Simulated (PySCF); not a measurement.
# CBr2ClF (CBr2ClF): the cost of one run

The runs use PySCF 2.14.0, with density-fitted response routines of our own; the level of theory stands in each step. All values are computed, except where a source is named. Atoms are numbered from 0 throughout.

## (1) The molecule as given

5 atoms, charge 0, multiplicity 1; geometry from: GFN2-xTB. The atoms were then displaced at random by about 0.01 Å, so the start is not that level's minimum.

Bonds of the start (Å): F0–C1 1.31, C1–Cl2 1.76, C1–Br3 1.93, C1–Br4 1.95.

## (2) Geometry optimisation at PBE0-D3(BJ)/def2-SVP

Job settings and geometry (Å):

```
{"job": {"xc": "PBE0", "basis": "def2-SVP", "d3": "d3bj", "grid": 1, "shake": 0.01, "kind": "geom"}, "charge": 0, "multiplicity": 1}
F      0.214270     1.382110    -0.019440
C      0.052810     0.082700    -0.009790
Cl     1.641660    -0.674090    -0.123250
Br    -0.810340    -0.400020     1.644120
Br    -1.064830    -0.424670    -1.529520
```

Launch:

```
$ OMP_NUM_THREADS=1 python probes_run.py task.json out
```

This one command runs all jobs of the session in turn.

**Question.** How long does this first job take on 1 thread of AMD EPYC, shared host, and how much memory does it need?

About 68 s, with a peak of 0.45 GiB.
